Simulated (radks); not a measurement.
**Bi³⁺ in [Xe] 4f14 5d9 6s2 7s1: an all-electron calculation**

Aim: the levels, the sizes of the orbitals and the parts of the energy of the bismuth ion Bi3+.

The numbers are computed with radks (a radial shooting solver on a logarithmic mesh, Libxc functionals) version 1 (scalar-relativistic Kohn-Sham, MS2 meta-GGA, spin-polarised, spherical densities, finite nucleus; open shells are filled with parallel spins first), except any that are marked as measured or tabulated.

## 1. The system

```
element            : bismuth (Z = 83)
charge             : +3
electrons          : 80
configuration      : [Xe] 4f14 5d9 6s2 7s1
nuclear rms radius : 5.5211 fm
```

Outer shells as boxes (Hund's rule):

Bi³⁺
```
[Xe] core
4f [↑↓][↑↓][↑↓][↑↓][↑↓][↑↓][↑↓]
5d [↑↓][↑↓][↑↓][↑↓][↑ ]
6s [↑↓]
7s [↑ ]
```

## 2. The calculation

Input:

```text
Z 83
configuration [Xe] 4f14 5d9 6s2 7s1
relativity scalar-relativistic
functional ms2,regtpss
spin polarised
nucleus finite rms 5.5211 fm
c 137.035999084
```

What does the calculation give?

The runs gave:

```
                        quantity                   value
                    total energy     -21520.5075 hartree
exchange-correlation share of it                  1.82 %
                            −T/E                  1.1335
          highest occupied level       7s up, -18.975 eV
    most extended occupied level  7s up, <r> = 4.07 bohr
 radius at density 0.001 e/bohr³               4.77 bohr
    maxima of the radial density                       4
```

**Reading.** 7 principal shells are occupied and 4 maxima appear in the radial density; where shells overlap, one shows as a shoulder or not at all. Relativity lifts −T/E to 1.134. This is not the tabulated ground configuration, so its levels and sizes aren't those of the ground state, and no measured value stands beside it.
